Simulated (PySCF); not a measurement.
**Ce2S3: forces at shaken geometries**

How stiff is Ce2S3? Its atoms are displaced at random by several amounts. It is a constructed species; whether it can be made isn't addressed.

Method: BP86, Ce lcecp-1-SVP with ECP47, S def2-SVP; scalar-relativistic core potentials, no spin–orbit coupling; program: PySCF 2.14.0.

5 further runs of the same task are left out: 1 for a known fault of the program, 4 that didn't finish.

### 1 Starting geometry

5 atoms, charge 0, spin multiplicity 1.

Bond lengths: Ce1–S3 2.678 Å, Ce1–S4 2.429 Å, Ce2–S3 2.678 Å, Ce2–S5 2.429 Å. Angles: S3–Ce1–S4 115.5°, S3–Ce2–S5 115.5°, Ce1–S3–Ce2 138.7°.

As a file:

```mol
Ce2S3
  3D, bonds by distance, orders not assigned

  5  4  0  0  0  0  0  0  0  0999 V2000
    0.2677    0.6427    2.5059 Ce  0  0
    0.2677    0.6427   -2.5059 Ce  0  0
    0.6305    1.5136   -0.0000 S   0  0
   -0.6631   -1.5918    2.7109 S   0  0
   -0.6631   -1.5918   -2.7109 S   0  0
  1  3  8  0
  1  4  8  0
  2  3  8  0
  2  5  8  0
M  END
```

Formal oxidation states: Ce +3. Each metal's 1 4f electrons lie in its core potential, so multiplicities, spins and levels count the valence alone. An earlier session relaxed this geometry at BP86, Ce lcecp-1-SVP with ECP47, S def2-SVP (singlet, point group C2v).

Its energy there is -1259.127723 Eh.

### 2 Atoms moved at random, σ = 0.15 Å

File run.py (the lines that set the calculation):

```python
mol = gto.M(atom='''
Ce     0.40677     0.47873     2.43668
Ce     0.21370     0.69644    -2.46819
S      0.54463     1.56320     0.12558
S     -0.75443    -1.54970     2.74588
S     -0.57087    -1.57326    -2.83995''',
    basis={'Ce': 'lcecp-1-SVP', 'S': 'def2-SVP'},
    ecp={'Ce': 'lcecp-1-SVP'},
    charge=0, spin=0)
mf = dft.RKS(mol, xc='B88,P86')
mf.grids.atom_grid = (50, 194)  # f atoms: unpruned, at least (60, 302)
mf = mf.density_fit()  # fitting sets: Ce AutoAux, S def2-universal-JKFIT
mf.conv_tol = 1e-08; mf.max_cycle = 55
mf.kernel(dm0)  # dm0: the density of the relaxed state
```

Command:

```
$ OMP_NUM_THREADS=2 python run.py
```

### 3 Atoms moved at random, σ = 0.03 Å

File run.py (the lines that set the calculation):

```python
mol = gto.M(atom='''
Ce     0.23942     0.68550     2.53445
Ce     0.26732     0.69011    -2.46864
S      0.60994     1.50637    -0.02126
S     -0.62495    -1.63916     2.66781
S     -0.65193    -1.62742    -2.71235''',
    basis={'Ce': 'lcecp-1-SVP', 'S': 'def2-SVP'},
    ecp={'Ce': 'lcecp-1-SVP'},
    charge=0, spin=0)
mf = dft.RKS(mol, xc='B88,P86')
mf.grids.atom_grid = (50, 194)  # f atoms: unpruned, at least (60, 302)
mf = mf.density_fit()  # fitting sets: Ce AutoAux, S def2-universal-JKFIT
mf.conv_tol = 1e-08; mf.max_cycle = 55
mf.kernel(dm0)  # dm0: the density of the relaxed state
```

### 4 Atoms moved at random, σ = 0.03 Å

File run.py (the lines that set the calculation):

```python
mol = gto.M(atom='''
Ce     0.29601     0.66655     2.53355
Ce     0.29783     0.66208    -2.49182
S      0.62001     1.52073    -0.03091
S     -0.67820    -1.63377     2.70782
S     -0.69584    -1.60018    -2.71865''',
    basis={'Ce': 'lcecp-1-SVP', 'S': 'def2-SVP'},
    ecp={'Ce': 'lcecp-1-SVP'},
    charge=0, spin=0)
mf = dft.RKS(mol, xc='B88,P86')
mf.grids.atom_grid = (50, 194)  # f atoms: unpruned, at least (60, 302)
mf = mf.density_fit()  # fitting sets: Ce AutoAux, S def2-universal-JKFIT
mf.conv_tol = 1e-08; mf.max_cycle = 55
mf.kernel(dm0)  # dm0: the density of the relaxed state
```

Q: Predict the outcome of this session. Wanted: for each run, σ; energy rise; harmonic estimate −½ F·u; largest force component.

The runs gave:

| σ (Å) | energy rise (eV) | harmonic estimate −½ F·u (eV) | largest force component (eV/Å) |
| --- | --- | --- | --- |
| 0.15 | 0.174 | 0.145 | 1.72 |
| 0.03 | 0.101 | 0.100 | 1.19 |
| 0.03 | 0.089 | 0.087 | 1.12 |

Every displacement raises the energy. For a harmonic well the rise equals −½ F·u; the two differ by at most 17 % here (a move with σ = 0.15 Å), from anharmonicity, the grid and the small forces left at the relaxed point. The bases are small and lack diffuse functions. Spin–orbit coupling is left out.
